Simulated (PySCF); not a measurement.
# BSiH3BrOF (SMILES OB(F)[SiH2]Br): levels of theory compared

Wanted: a comparison of 5 runs (HF/3-21G, B3LYP/6-31G*, CAM-B3LYP/6-31G**, PBE0/def2-SVP, B3LYP/def2-SVPD) of BSiH3BrOF. The job is set up through a Python script.

The results are computed with PySCF 2.14.0.

## 1. The system as given

BSiH3BrOF: 8 atoms, total charge 0, spin state singlet. As SMILES, `OB(F)[SiH2]Br`. Geometry: relaxed at PBE0-D4/def2-TZVP. This is one conformer, not always the lowest.

Bond lengths: O1–B2 1.342 Å, B2–F3 1.327 Å, B2–Si4 2.036 Å, Si4–Br5 2.245 Å, O1–H6 0.964 Å, Si4–H7 1.483 Å, Si4–H8 1.483 Å. Angles: O1–B2–F3 117.5°, O1–B2–Si4 122.3°, F3–B2–Si4 120.2°, B2–Si4–Br5 105.0°, B2–O1–H6 112.9°, B2–Si4–H7 113.7°, B2–Si4–H8 113.7°, Br5–Si4–H7 107.4°, Br5–Si4–H8 107.4°, H7–Si4–H8 109.1°.

## 2. Energy and gradient at HF/3-21G (run 1)

run.py

```python
# OB(F)[SiH2]Br
import pyscf.grad
from pyscf import gto

mol = gto.M(
    atom=[
    ('O', (0.941700, 0.833400, 1.457300)),
    ('B', (0.780700, -0.286000, 0.734800)),
    ('F', (1.516600, -1.339300, 1.065700)),
    ('Si', (-0.532800, -0.401000, -0.816500)),
    ('Br', (-1.485000, 1.629100, -0.924300)),
    ('H', (0.375800, 1.555500, 1.160500)),
    ('H', (0.113200, -0.658700, -2.126800)),
    ('H', (-1.618200, -1.390200, -0.606500)),
],
    max_memory=1860,
    basis='3-21g',
    verbose=4,
)

myscf = mol.RHF()
myscf.conv_tol = 1e-10
myscf.kernel()
if not myscf.converged:
    myscf = myscf.newton().run(myscf.mo_coeff, myscf.mo_occ)

e_final = myscf.e_tot
print(f'total energy: {e_final:.8f} hartree')
grad = myscf.Gradients().kernel()
dip = myscf.dip_moment()
pop, q = myscf.mulliken_pop()
```

The run is started by

```sh
$ OMP_NUM_THREADS=1 python run.py
```

Standard output:

```text
PySCF version 2.14.0

[... 64 lines left out ...]
converged SCF energy = -3047.22786751911
total energy: -3047.22786752 hartree
[... 11 lines left out ...]
Dipole moment(X, Y, Z, Debye): -0.61225, -0.46821, -0.92185
[... 77 lines left out ...]
charge of    7H =     -0.13660
```

It took 7.2 s on 1 thread of Intel Xeon at 2.50GHz (Skylake/Cascade Lake), shared host; peak memory 0.14 GiB.

## 3. Energy and forces at B3LYP/6-31G(d) (Cartesian functions) (run 2)

input.py

```python
from pyscf import gto, dft

molecule = gto.M(
    atom='''
O      1.779555     1.574898     2.753898
B      1.475309    -0.540462     1.388571
F      2.865959    -2.530910     2.013881
Si    -1.006846    -0.757780    -1.542961
Br    -2.806243     3.078553    -1.746674
H      0.710159     2.939469     2.193027
H      0.213917    -1.244763    -4.019070
H     -3.057955    -2.627097    -1.146119
''',
    cart=True,
    charge=0,
    max_memory=1860,
    unit='bohr',
    basis='6-31g*',
    verbose=4,
)

mf = dft.RKS(molecule, xc='b3lyp')
mf.conv_tol = 1e-10
mf.grids.level = 5
mf.kernel()
if not mf.converged:
    mf = mf.newton().run(mf.mo_coeff, mf.mo_occ)

etot = mf.e_tot
print('E(%s) = %.9f' % ('B3LYP', etot))
grad = mf.nuc_grad_method().kernel()
dip = mf.dip_moment()
pop, q = mf.mulliken_pop()
```

The run is started by

```sh
$ OMP_NUM_THREADS=1 python input.py
```

Standard output:

```text
PySCF version 2.14.0

[... 79 lines left out ...]
converged SCF energy = -3065.24413768775
[... 13 lines left out ...]
Dipole moment(X, Y, Z, Debye): -0.33245, -0.15736, -0.45377
[... 114 lines left out ...]
charge of    7H =     -0.03471
```

Run time: 92 s. Hardware: 1 thread of Intel Xeon at 2.50GHz (Skylake/Cascade Lake), shared host; peak memory 1.1 GiB.

## 4. Energy and gradient at CAM-B3LYP/6-31G(d,p) (spherical functions) (run 3)

run.py

```python
from pyscf import gto, dft

mol = gto.Mole()
mol.atom = '''
O        0.941700       0.833400       1.457300
B        0.780700      -0.286000       0.734800
F        1.516600      -1.339300       1.065700
Si      -0.532800      -0.401000      -0.816500
Br      -1.485000       1.629100      -0.924300
H        0.375800       1.555500       1.160500
H        0.113200      -0.658700      -2.126800
H       -1.618200      -1.390200      -0.606500
'''
mol.max_memory = 1860
mol.verbose = 4
mol.basis = '6-31g**'
mol.build()

calc0 = dft.RKS(mol, xc='cam-b3lyp')
calc0.conv_tol = 1e-10
calc0.grids.level = 5
calc0.kernel()
if not calc0.converged:
    calc0 = calc0.newton().run(calc0.mo_coeff, calc0.mo_occ)

e_final = calc0.e_tot
print('E = %.10f Eh' % e_final)
grad = calc0.nuc_grad_method().kernel()
calc0.analyze()
```

The run is started by

```sh
$ OMP_NUM_THREADS=1 python run.py
```

Standard output:

```text
PySCF version 2.14.0

[... 93 lines left out ...]
Total Energy =                       -3065.254253278355009
[... 15 lines left out ...]
MO #9   energy= -8.78232744752884  occ= 2
[... 13 lines left out ...]
MO #23  energy= -1.29150437087643  occ= 2
[... 13 lines left out ...]
MO #37  energy= -0.351656164076288 occ= 2
[... 13 lines left out ...]
MO #51  energy= 0.393294800979699  occ= 0
[... 13 lines left out ...]
MO #65  energy= 0.807469242339421  occ= 0
[... 13 lines left out ...]
MO #79  energy= 1.59257731911981   occ= 0
[... 13 lines left out ...]
MO #93  energy= 2.39987205181853   occ= 0
[... 13 lines left out ...]
MO #107 energy= 4.96367756328935   occ= 0
[... 118 lines left out ...]
Dipole moment(X, Y, Z, Debye): -0.32443, -0.25794, -0.49302
```

It took 3.5 min on 1 thread of Intel Xeon at 2.50GHz (Skylake/Cascade Lake), shared host; peak memory 1.1 GiB.

Run 4 isn't shown in full; the table further down has it.

## 5. Energy and forces at B3LYP/def2-SVPD (run 5)

calc.py

```python
from pyscf import gto, dft

mol = gto.M(
    atom='''
O        0.941700       0.833400       1.457300
B        0.780700      -0.286000       0.734800
F        1.516600      -1.339300       1.065700
Si      -0.532800      -0.401000      -0.816500
Br      -1.485000       1.629100      -0.924300
H        0.375800       1.555500       1.160500
H        0.113200      -0.658700      -2.126800
H       -1.618200      -1.390200      -0.606500
''',
    spin=0,
    verbose=3,
    max_memory=1860,
    basis='def2-svpd',
)

myscf = dft.RKS(mol, xc='b3lyp')
myscf.grids.level = 5
myscf.conv_tol = 1e-10
myscf.kernel()
if not myscf.converged:
    myscf = myscf.newton().run(myscf.mo_coeff, myscf.mo_occ)

etot = myscf.e_tot
print('E(%s) = %.9f' % ('B3LYP', etot))
grad = myscf.nuc_grad_method().kernel()
myscf.analyze()
```

The run is started by

```sh
$ OMP_NUM_THREADS=1 python calc.py
```

Standard output:

```text
converged SCF energy = -3065.03866079731
[... 20 lines left out ...]
MO #11  energy= -6.53534364770915  occ= 2
[... 17 lines left out ...]
MO #29  energy= -0.48397048050559  occ= 2
[... 17 lines left out ...]
MO #47  energy= 0.0756561276551561 occ= 0
[... 17 lines left out ...]
MO #65  energy= 0.259486850264005  occ= 0
[... 17 lines left out ...]
MO #83  energy= 0.439298689965127  occ= 0
[... 17 lines left out ...]
MO #101 energy= 0.753728861601167  occ= 0
[... 17 lines left out ...]
MO #119 energy= 1.25923918116275   occ= 0
[... 17 lines left out ...]
MO #137 energy= 2.10101930582257   occ= 0
[... 17 lines left out ...]
MO #155 energy= 3.9049999704646    occ= 0
[... 9 lines left out ...]
Dipole moment(X, Y, Z, Debye): -0.69546,  0.11150, -0.73789
```

Wall time 2.7 min (1 thread of Intel Xeon at 2.50GHz (Skylake/Cascade Lake), shared host); peak memory 1.9 GiB.

## 6. All runs side by side

```csv
run,level,Cartesian functions,integration grid,energy (Eh),dipole moment (D),HOMO energy (eV),LUMO energy (eV),wall time
1,HF/3-21G,no,–,-3047.227868,1.20,-11.24,2.68,7.2 s
2,B3LYP/6-31G* (Cartesian functions),yes,5,-3065.244138,0.58,-8.02,-0.75,92 s
3,CAM-B3LYP/6-31G** (spherical functions),no,5,-3065.254253,0.64,-9.57,0.53,3.5 min
4,PBE0/def2-SVP,no,5,-3064.337244,0.78,-8.32,-0.79,81 s
5,B3LYP/def2-SVPD,no,5,-3065.038661,1.02,-8.24,-1.24,2.7 min
```

## 7. Summary of results

| quantity | value |
| --- | --- |
| run 5: total energy | -3065.03866 Eh |
| run 5: dipole moment | 1.02 D |
| run 5: HOMO energy | -8.24 eV |
| run 5: LUMO energy | -1.24 eV |
| run 5: HOMO–LUMO gap | 7.00 eV |
| run 5: largest force on an atom | 0.502 eV/Å |

In words: The dipole moment (its size) runs from 0.58 D (B3LYP/6-31G*) to 1.20 D (HF/3-21G). The two ends differ in method and basis. The HOMO–LUMO gap runs from 7.00 eV (B3LYP/def2-SVPD) to 13.92 eV (HF/3-21G). Totals of different functionals can't be ranked against each other. All runs together took 9.2 min, the longest 3.5 min.
